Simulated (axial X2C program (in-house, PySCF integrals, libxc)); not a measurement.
# Ga₂⁻: EOM-EA-CCSD levels

Aim: EOM-EA-CCSD levels of Ga₂⁻, with spin–orbit coupling in the Hamiltonian from the start.

Program: an in-house X2C program for linear molecules on PySCF integrals. Level of theory: two-component X2C with atomic mean-field terms, Ga dyall-acv3z. These are calculated values, not measurements.

## Step 1: Set-up

Input file task.json:

```json
{"zs": [31, 31], "q": -1, "bas": ["dyall-acv3z", "dyall-acv3z"], "r0": 2.48, "eom": "ea", "thr": -1.0, "nmax": 92, "grid": [1, 0.96, 1.045, 0.92, 1.09, 1.15], "rq": 0}
```

Keys: zs atomic numbers; q charge; bas basis sets; r0 starting distance in Å; eom kind of EOM run; thr threshold in hartree for freezing inner shells (an s shell follows its p shell); nmax most natural virtual spinors; grid distances as factors.

Launch:

```sh
$ python soeom.py task.json out
```

The runs that follow: EOM-EA-CCSD at 2.436 Å.

**Question.** What will these runs give? Wanted: next root led by one particle; T1 of the reference.

The runs gave:

| quantity | value |
| --- | --- |
| lowest root at 2.436 Å | Ω = 1/2, 1.146 eV |
| next root led by one particle | Ω = 1/2, about 1080 cm⁻¹ higher |
| T1 of the reference | 0.020 |

What this shows: The added electron is bound by 1.15 eV in a spinor of 74% Ga pσ, 9% Ga sσ. The closed-shell reference lies 0.61 eV above the lowest determinant found, so these energies count from an excited configuration. Errors of 0.1 to 0.3 eV are usual at this size, and roots led by higher excitations are left out, so the list is incomplete, and low states of that kind can be missing. g and u states are not told apart. T1 or the largest double amplitude of the reference is raised, which lowers the reliability.
